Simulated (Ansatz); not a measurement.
# C2H3BFN: basis-set convergence

How large a basis does C2H3BFN need? Two functionals are run in growing sets.

Method: one geometry, several basis sets; program: Ansatz 0.2.0, Gaussian basis.

The runs, in order: PBE0-D4/def2-SVP; ωB97M-V/def2-SVP; PBE0-D4/def2-QZVPP; ωB97M-V/def2-QZVPP; the functionals' def2-TZVPP values are taken from earlier runs.

## (1) Structure used throughout

An earlier PBE0-D4 in a triple-zeta def2 set relaxation fixed the geometry.

SMILES `FB1CC=N1`, 8 atoms, charge 0, spin multiplicity 1.

Atoms are counted from 1 here; the program's logs count them from 0.

Bond lengths: F1–B2 1.309 Å, B2–C3 1.592 Å, B2–N5 1.472 Å, C3–C4 1.514 Å, C3–H6 1.092 Å, C3–H7 1.092 Å, C4–N5 1.291 Å, C4–H8 1.095 Å. Angles: F1–B2–C3 136.0°, F1–B2–N5 129.3°, C3–B2–N5 94.4°, B2–C3–C4 74.0°, B2–C3–H6 118.0°, B2–C3–H7 120.6°, C4–C3–H6 113.9°, C4–C3–H7 116.9°, H6–C3–H7 109.5°, C3–C4–N5 106.3°, C3–C4–H8 129.1°, N5–C4–H8 124.5°, B2–N5–C4 84.9°.

As a file:

```
F    -1.46814    1.70829   -0.63252
B    -0.69758    0.66428   -0.45628
C     0.52823    0.29213    0.48846
C     0.11290   -0.99911   -0.18497
N    -0.80813   -0.68522   -1.03410
H     1.52114    0.64221    0.20018
H     0.42756    0.33786    1.57445
H     0.47612   -2.01755   -0.01101
```

## (2) PBE0-D4 in def2-SVP

Input file in.yaml:

```yaml
crystal:
  periodic: [false, false, false]
  atoms:
    - {symbol: F, position_ang: [-1.468136, 1.708294, -0.632520]}
    - {symbol: B, position_ang: [-0.697584, 0.664284, -0.456280]}
    - {symbol: C, position_ang: [0.528228, 0.292128, 0.488459]}
    - {symbol: C, position_ang: [0.112896, -0.999113, -0.184974]}
    - {symbol: N, position_ang: [-0.808126, -0.685223, -1.034104]}
    - {symbol: H, position_ang: [1.521140, 0.642211, 0.200180]}
    - {symbol: H, position_ang: [0.427558, 0.337864, 1.574449]}
    - {symbol: H, position_ang: [0.476123, -2.017545, -0.011012]}
basis:
  gaussian: {orbitals: def2-SVP}
hamiltonian: {xc: pbe0, dispersion: d4}
output: {orbitals: {seedname: orbitals}}
```

Command:

```console
> ansatz run in.yaml --threads 2 --pin off --events-out ev --progress --plain --max-ram 4352MiB
```

Standard output:

```text
Functional definition: PBE0
  name "PBE0"
  cite "Adamo & Barone, J. Chem. Phys. 110, 6158 (1999) doi:10.1063/1.478522"
  cite "Perdew, Burke & Ernzerhof, Phys. Rev. Lett. 77, 3865 (1996) doi:10.1103/PhysRevLett.77.3865"
  parent pbe
  parameter a = 0.25
  parameter kappa = 0.804
  parameter beta = 0.06672455060314922
  exchange = (1 - a)*pbe_x(kappa = kappa, mu = beta*pi^2/3) + a*exact_x
  correlation = pbe_c(beta = beta)
964 factors; their error is unknown
mean field evaluation 1: about -6988.2766 eV, gradient 4.9e1 eV
mean field evaluation 2: about -6986.1849 eV, gradient 5.8e1 eV
mean field evaluation 4: about -6993.6213 eV, gradient 2.1e0 eV
mean field evaluation 8: about -6993.6305 eV, gradient 3.2e-2 eV
mean field evaluation 16: about -6993.6233 eV, gradient 2.3e-5 eV
mean field -6993.62325732 eV, -257.0109142586 hartree, gradient 2.3e-5 eV, S^2 0.000000; 0 other end points of the search recorded, 0 dependent functions left out
reference -6993.62328024 eV, -257.0109151007 hartree; 18, 18 occupied and 67, 67 virtual orbitals, 964 factors
Total energy: -6993.73359501 eV, -257.0149690938 hartree
```

Run time: 0.85 s. Hardware: 2 threads of Arm Neoverse V2, shared host.

## (3) ωB97M-V in def2-SVP

in.yaml: that of step 2 with these lines changed.

```diff
@@ -13,3 +13,3 @@
   gaussian: {orbitals: def2-SVP}
-hamiltonian: {xc: pbe0, dispersion: d4}
+hamiltonian: {xc: {name: wB97M-V}}
 output: {orbitals: {seedname: orbitals}}
```

Launched as before.

Standard output, cut to the lines that bear on the results:

```text
Functional definition: wB97M-V
  name "wB97M-V"
  cite "Mardirossian & Head-Gordon, J. Chem. Phys. 144, 214110 (2016) doi:10.1063/1.4952647"
  cite "Becke, J. Chem. Phys. 107, 8554 (1997) doi:10.1063/1.475007"
  cite "Vydrov & Van Voorhis, J. Chem. Phys. 133, 244103 (2010) doi:10.1063/1.3521275"
  # Of w^i u^j: cxij and so on, Table III.
[...]
  gx(w, u) = 1 - cx + cx01*u + cx10*w
  gss(w, u) = css00 + css04*u^4 + css10*w + css20*w^2 + css43*w^4*u^3
  gos(w, u) = cos00 + cos10*w + (cos20 + cos21*u)*w^2 + (cos60 + cos61*u)*w^6
[...]
      + integral(e_c_pw_mod_opposite_spin*gos(b97_w_opposite, b97_u_opposite)) + vv10(b, c)
964 factors; their error is unknown
218 factors; integrals over basis functions are off by at most 7.3e-6 eV
[...]
mean field -6999.02036393 eV, -257.2092542680 hartree, gradient 5.6e-5 eV, S^2 0.000000; 0 other end points of the search recorded, 0 dependent functions left out
reference -6999.02039905 eV, -257.2092555588 hartree; 18, 18 occupied and 67, 67 virtual orbitals, 964 factors
Total energy: -6999.02039905 eV, -257.2092555588 hartree
```

Run time: 3.5 s. Hardware: 2 threads of Arm Neoverse V2, shared host.

## (4) PBE0-D4 in def2-QZVPP

in.yaml: that of step 3 with these lines changed.

```diff
@@ -12,4 +12,4 @@
 basis:
-  gaussian: {orbitals: def2-SVP}
-hamiltonian: {xc: {name: wB97M-V}}
+  gaussian: {orbitals: "def2-QZVPP.json"}
+hamiltonian: {xc: pbe0, dispersion: d4}
 output: {orbitals: {seedname: orbitals}}
```

Launched as before.

Standard output:

```text
Functional definition: PBE0
  name "PBE0"
  cite "Adamo & Barone, J. Chem. Phys. 110, 6158 (1999) doi:10.1063/1.478522"
  cite "Perdew, Burke & Ernzerhof, Phys. Rev. Lett. 77, 3865 (1996) doi:10.1103/PhysRevLett.77.3865"
  parent pbe
  parameter a = 0.25
  parameter kappa = 0.804
  parameter beta = 0.06672455060314922
  exchange = (1 - a)*pbe_x(kappa = kappa, mu = beta*pi^2/3) + a*exact_x
  correlation = pbe_c(beta = beta)
1083 factors; their error is unknown
mean field evaluation 1: about -6994.1491 eV, gradient 6.2e1 eV
mean field evaluation 2: about -6990.3964 eV, gradient 7.3e1 eV
mean field evaluation 4: about -7001.9546 eV, gradient 5.1e0 eV
mean field evaluation 8: about -7002.0066 eV, gradient 3.9e-2 eV
mean field evaluation 16: about -7002.0093 eV, gradient 2.6e-5 eV
mean field -7002.00925597 eV, -257.3190940244 hartree, gradient 2.6e-5 eV, S^2 0.000000; 0 other end points of the search recorded, 0 dependent functions left out
reference -7002.00929056 eV, -257.3190952956 hartree; 18, 18 occupied and 357, 357 virtual orbitals, 1083 factors
Total energy: -7002.11960533 eV, -257.3231492886 hartree
```

Run time: 5.5 s. Hardware: 2 threads of Arm Neoverse V2, shared host; peak memory 0.89 GiB.

## (5) ωB97M-V in def2-QZVPP

in.yaml: that of step 4 with these lines changed.

```diff
@@ -13,3 +13,3 @@
   gaussian: {orbitals: "def2-QZVPP.json"}
-hamiltonian: {xc: pbe0, dispersion: d4}
+hamiltonian: {xc: {name: wB97M-V}}
 output: {orbitals: {seedname: orbitals}}
```

Same command.

Standard output, cut to the lines that bear on the results:

```text
Functional definition: wB97M-V
  name "wB97M-V"
  cite "Mardirossian & Head-Gordon, J. Chem. Phys. 144, 214110 (2016) doi:10.1063/1.4952647"
  cite "Becke, J. Chem. Phys. 107, 8554 (1997) doi:10.1063/1.475007"
  cite "Vydrov & Van Voorhis, J. Chem. Phys. 133, 244103 (2010) doi:10.1063/1.3521275"
  # Of w^i u^j: cxij and so on, Table III.
[...]
  gx(w, u) = 1 - cx + cx01*u + cx10*w
  gss(w, u) = css00 + css04*u^4 + css10*w + css20*w^2 + css43*w^4*u^3
  gos(w, u) = cos00 + cos10*w + (cos20 + cos21*u)*w^2 + (cos60 + cos61*u)*w^6
[...]
      + integral(e_c_pw_mod_opposite_spin*gos(b97_w_opposite, b97_u_opposite)) + vv10(b, c)
1083 factors; their error is unknown
284 factors; integrals over basis functions are off by at most 6.1e-6 eV
[...]
mean field -7007.61468064 eV, -257.5250895817 hartree, gradient 5.9e-5 eV, S^2 0.000000; 0 other end points of the search recorded, 0 dependent functions left out
reference -7007.61473585 eV, -257.5250916107 hartree; 18, 18 occupied and 357, 357 virtual orbitals, 1083 factors
Total energy: -7007.61473585 eV, -257.5250916107 hartree
```

It took 14 s on 2 threads of Arm Neoverse V2, shared host; peak memory 1.1 GiB.

## (6) Density functionals: the series

The def2-TZVPP values come from earlier runs at the same geometry.

```
functional       basis  functions  energy (eV)  from the largest (eV)  HOMO (eV)  LUMO (eV)
   PBE0-D4    def2-SVP         85   -6993.7336                  8.386      -7.71      -1.35
   PBE0-D4  def2-TZVPP        197   -7001.7422                  0.377      -7.85      -1.47
   PBE0-D4  def2-QZVPP        375   -7002.1196                  0.000      -7.87      -1.51
   ωB97M-V    def2-SVP         85   -6999.0204                  8.594     -10.09       0.96
   ωB97M-V  def2-TZVPP        197   -7007.2640                  0.351     -10.24       0.77
   ωB97M-V  def2-QZVPP        375   -7007.6147                  0.000     -10.26       0.70
```

## (7) Results

| quantity | value |
| --- | --- |
| PBE0-D4: double and triple zeta above quadruple | 8.39, 0.38 eV |
| ωB97M-V: double and triple zeta above quadruple | 8.59, 0.35 eV |

PBE0-D4 gains 8.01 eV from double to triple zeta, then 0.38 eV more. These are total energies; as a rule much of such shifts cancels in differences, which this series doesn't test.

For PBE0-D4 the largest set took about 6 times as long as the smallest (5.5 s against 0.85 s).
